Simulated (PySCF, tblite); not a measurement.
# C₄H₉FN₂Si: geometry, infrared bands and NMR shifts

Wanted: the infrared bands and NMR shifts of C₄H₉FN₂Si (`[H]/N=C\[C@@H]1C[Si@H](CF)N1`), by calculation.

Computed with tblite 0.8.0 and PySCF 2.14.0, with density-fitted response routines of our own, on a single molecule in the gas phase. Atoms count from 0, in the outputs and in this text.

## (1) The starting structure

17 atoms, charge 0, multiplicity 1; geometry from: force field or distance geometry start.

Bonds of the start (Å): N0–C1 1.28, C1–C2 1.58, C2–C3 1.55, C3–Si4 1.86, Si4–C5 1.81, C5–F6 1.36, Si4–N7 1.70, N7–C2 1.51, N0–H8 1.03, C1–H9 1.11, C2–H10 1.11, C3–H11 1.10, C3–H12 1.11, Si4–H13 1.49, C5–H14 1.10, C5–H15 1.10, N7–H16 1.02.

## (2) Geometry optimisation with GFN2-xTB

What the job is given:

```
{"job": {"kind": "relax", "xc": "GFN2-xTB", "basis": "xTB"}, "charge": 0, "multiplicity": 1}
N     -2.570300     1.396500    -0.548200
C     -2.420500     0.120700    -0.558500
C     -0.989500    -0.536600    -0.702900
C     -0.308800    -1.039400     0.598200
Si     1.265400    -0.306800    -0.069400
C      2.195600     0.683000     1.128600
F      2.896800    -0.143500     1.956900
N      0.060000     0.514600    -0.950500
H     -1.630400     1.807700    -0.656000
H     -3.283500    -0.561800    -0.445800
H     -1.027400    -1.304700    -1.496600
H     -0.322700    -2.135100     0.738000
H     -0.666900    -0.569500     1.537100
H      2.010500    -1.163600    -1.034300
H      2.925000     1.354000     0.655100
H      1.550800     1.301900     1.773400
H      0.308800     0.594500    -1.935000
```

Run with:

```bash
OMP_NUM_THREADS=1 python probes_run.py task.json out
```

One launch serves the whole session: the jobs run in the order shown.

**Question.** This job is followed by: GFN2-xTB harmonic vibrations, gas phase; GIAO PBE0/pcSseg-1 NMR shielding, non-relativistic, gas phase. What will the session give for the following? strongest single infrared mode (GFN2-xTB); zero-point energy (GFN2-xTB); ¹³C shifts against TMS (PBE0/pcSseg-1); ¹H shifts against TMS (PBE0/pcSseg-1); ¹⁵N shifts against NH3 (PBE0/pcSseg-1); ²⁹Si shifts against TMS (PBE0/pcSseg-1); ¹⁹F shifts against CFCl3 (PBE0/pcSseg-1).

The runs gave:

| quantity | value |
| --- | --- |
| strongest single infrared mode (GFN2-xTB) | 2242 cm⁻¹, 328 km/mol |
| zero-point energy (GFN2-xTB) | 80.6 kcal/mol |
| ¹³C shifts against TMS (PBE0/pcSseg-1) | 178.7, 80.5, 59.1, 19.9 ppm |
| ¹H shifts against TMS (PBE0/pcSseg-1) | 11.51, 7.98, 5.80, 4.99, 4.88, 4.13, 1.83, 1.26, 0.10 ppm |
| ¹⁵N shifts against NH3 (PBE0/pcSseg-1) | 335.5, 35.3 ppm |
| ²⁹Si shifts against TMS (PBE0/pcSseg-1) | -1.9 ppm |
| ¹⁹F shifts against CFCl3 (PBE0/pcSseg-1) | -311.1 ppm |

**Reading.** Relaxing lowered the energy by 0.780 eV in 82 steps; the close pair that moved most is Si4–C5, from 1.811 to 1.913 Å. No mode is imaginary among the 45: a minimum at this level. The strongest single mode, at 2242 cm⁻¹, moves mainly H13. Unscaled tight-binding wavenumbers are off by several per cent, some by more. Its intensities can rank the bands wrongly. At PBE0/pcSseg-1: The largest span, 690 ppm, is at N0, where the paramagnetic term is -394 ppm.
